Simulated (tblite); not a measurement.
# C6H18BN: the cost of one run

Programs: tblite 0.8.0 and PySCF 2.14.0, with density-fitted response routines of our own. Each step states its level of theory. These are calculated values for one molecule in the gas phase, unless marked as measured. Atoms are numbered from 0 throughout.

## 1. The starting structure

26 atoms, charge 0, multiplicity 1; geometry from: force field or distance geometry start.

Bonds of the start (Å): B0–N1 1.54, N1–C2 1.46, N1–C3 1.43, N1–C4 1.40, C4–C5 1.47, C5–C6 1.50, C5–C7 1.53, B0–H8 1.20, B0–H9 1.18, B0–H10 1.18, C2–H11 1.12, C2–H12 1.12, C2–H13 1.09, C3–H14 1.11, C3–H15 1.13, C3–H16 1.09, C4–H17 1.14, C4–H18 1.12, C5–H19 1.11, C6–H20 1.11, C6–H21 1.12, C6–H22 1.09, C7–H23 1.14, C7–H24 1.11, C7–H25 1.10.

## 2. Geometry optimisation with GFN2-xTB

What the job is given:

```
{"job": {"kind": "relax", "xc": "GFN2-xTB", "basis": "xTB"}, "charge": 0, "multiplicity": 1}
B     -1.221800    -0.575600     1.385800
N     -1.070700    -0.023900    -0.044900
C     -2.023500    -0.830500    -0.811500
C     -1.567500     1.318700    -0.090600
C      0.174000    -0.275900    -0.628300
C      1.384400     0.438000    -0.188900
C      1.780800     0.249200     1.249200
C      2.539800    -0.081600    -1.039800
H     -2.406900    -0.545200     1.598700
H     -0.927300    -1.719700     1.437800
H     -0.720600     0.096700     2.211600
H     -3.070000    -0.696100    -0.445500
H     -1.968000    -0.460500    -1.864200
H     -1.680500    -1.865700    -0.823800
H     -2.307100     1.405300    -0.914500
H     -2.083100     1.549500     0.884500
H     -0.822700     2.090500    -0.260900
H      0.076700    -0.154000    -1.753500
H      0.387400    -1.368600    -0.526200
H      1.408500     1.530000    -0.358300
H      1.463500     1.067500     1.934800
H      2.903600     0.265300     1.275200
H      1.491600    -0.740900     1.611100
H      2.092200    -0.124100    -2.088000
H      3.415300     0.592400    -1.015600
H      2.730800    -1.118300    -0.721000
```

Run with:

```console
OMP_NUM_THREADS=1 python probes_run.py task.json out
```

This one command runs all jobs of the session in turn.

**Question.** How long does this first job take on 1 thread of Arm Neoverse V1, shared host, and how much memory does it need?

About 1.9 s, with a peak of 0.18 GiB.
